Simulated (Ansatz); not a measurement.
**AlGeF (triplet): from Hartree-Fock to the top rungs at distance Al2–Ge3 = 2.945 Å, cc-pVDZ**

Aim: climb from Hartree-Fock through coupled cluster and multireference methods for AlGeF (triplet) at one geometry and basis, and see what each rung misses.

Computed with Ansatz 0.2.0, Gaussian basis. Level: cc-pVDZ, core rule «outside noble gas», up to 20 orbitals frozen.

To be run: UHF; CCSD(T) on ROHF; CCSD(T) on UHF; BCCD(T) on ROHF; CISD; CCSDT(Q) on ROHF; CCSDT(Q) on UHF; CASSCF and MRCISD+Q, 4 electrons in 4 orbitals; CASSCF and NEVPT2, 4 electrons in 4 orbitals.

36 further runs of the same task are left out: 11 for a known fault of the program, 18 that didn't finish, 7 set aside as unsound or not needed.

### 1 The system

The geometry derives from a PBE0/def2-TZVP stationary point (not a proven minimum). One bond is set to the value named and the two fragments are kept rigid. No spin-orbit coupling is included. The filled d shell of Ge may be among the frozen orbitals whatever the setting's name suggests; the logs give the count.

3 atoms, charge 0, spin multiplicity 3.

Atoms are counted from 1 here; the program's logs count them from 0.

Bond lengths: F1–Al2 1.648 Å.

### 2 UHF

Input file in.yaml:

```yaml
crystal:
  periodic: [false, false, false]
  atoms:
    - {symbol: F, position_ang: [0.000000, 0.000000, -2.080467]}
    - {symbol: Al, position_ang: [0.000000, 0.000000, -0.432267]}
    - {symbol: Ge, position_ang: [0.000000, 0.000000, 2.512733]}
basis:
  gaussian: {orbitals: cc-pVDZ}
magnetization: {spin_polarized: true, initial_magnetization: 2}
hamiltonian: {xc: hf}
output: {orbitals: {seedname: orbitals}}
```

Run with:

```console
> ansatz run in.yaml --threads 1 --pin off --events-out ev --progress --plain --max-ram 2393MiB
```

Further steps of the session: CCSD(T) on ROHF; CCSD(T) on UHF; BCCD(T) on ROHF; CISD; CCSDT(Q) on ROHF; CCSDT(Q) on UHF; CASSCF and MRCISD+Q, 4 electrons in 4 orbitals; CASSCF and NEVPT2, 4 electrons in 4 orbitals.

Before running them: what should the planned runs give, taken together? Wanted: UCCSDT(Q) below the RHF energy; RMP2 from UCCSDT(Q); UMP2 from UCCSDT(Q); RCCSD from UCCSDT(Q); RCCSD(T) from UCCSDT(Q); UCCSD(T) from UCCSDT(Q); RCCSDT(Q) from UCCSDT(Q); MRCISD+Q pair from UCCSDT(Q); T1 diagnostic.

As calculated:

| quantity | value |
| --- | --- |
| UCCSDT(Q) below the RHF energy | -8.8162 eV |
| RMP2 from UCCSDT(Q) | +940.0 meV |
| UMP2 from UCCSDT(Q) | +939.2 meV |
| RCCSD from UCCSDT(Q) | +265.8 meV |
| RCCSD(T) from UCCSDT(Q) | +65.7 meV |
| UCCSD(T) from UCCSDT(Q) | +58.8 meV |
| RCCSDT(Q) from UCCSDT(Q) | +10.1 meV |
| MRCISD+Q pair from UCCSDT(Q) | +208.7 meV |
| levels within 1 kcal/mol (43 meV) | RCCSDT, UCCSDT, RCCSDT(Q) |
| T1 diagnostic | 0.024 |

What this shows: RCCSD(T) lands +65.7 meV from the yardstick (0.7 % of the correlation energy). These misses are within one basis, not against nature; the frozen cores of restricted and unrestricted runs differ, which can shift their rows.
